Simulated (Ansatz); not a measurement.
## Hf2Pd2Se2Br2O3: equation of state with PBE

Hf2Pd2Se2Br2O3:

```
Hf Pd Se Br O
1.0
    -1.89227    2.67212   12.28423
     1.89227   -2.67212   12.28423
     1.89227    2.67212  -12.28423
Hf Pd Se Br O
2 2 2 2 3
Cartesian
  0.0000 0.0000 22.6263
  0.0000 0.0000 1.9421
  0.0000 0.0000 16.7881
  0.0000 0.0000 7.7803
  0.0000 2.6721 2.8934
  1.8923 0.0000 9.3908
  0.0000 0.0000 19.3256
  0.0000 0.0000 5.2429
  0.0000 2.6721 9.8571
  1.8923 0.0000 2.4271
  0.0000 0.0000 0.0000
```

The cell was built by a generator and needn't be a form met in nature.

```yaml
Program: Ansatz 0.2.0
Task: equation of state
Functional: PBE
Potentials_or_basis: Ansatz PAW
Cutoff: 420 eV
Density_cutoff: 1680 eV
k_mesh: 9 × 9 × 9
Occupations: fermi-dirac, width 0.05 eV
Spin: no spin polarisation
```

```json
{
  "Equilibrium volume": "22.59 Å³/atom",
  "Bulk modulus at fixed shape and positions": "87 GPa",
  "Pressure derivative of the bulk modulus": "4.5"
}
```

Energy against volume, from the lowest point:
```csv
volume (Å³/atom),energy (meV/atom)
21.232,24.75
21.683,10.59
22.135,2.56
22.587,0.00
23.039,2.36
23.490,9.12
23.942,19.83
```

All runs of the series together: 4.2 min on 8 threads of Intel(R) Xeon(R) Processor @ 2.70GHz, with other jobs on the host.

Caveat: the cell was scaled at fixed shape and fractional positions, which overstates the stiffness of a crystal with free parameters, most of all of layers and chains. Spin-orbit coupling is left out, which matters for the levels of Hf.
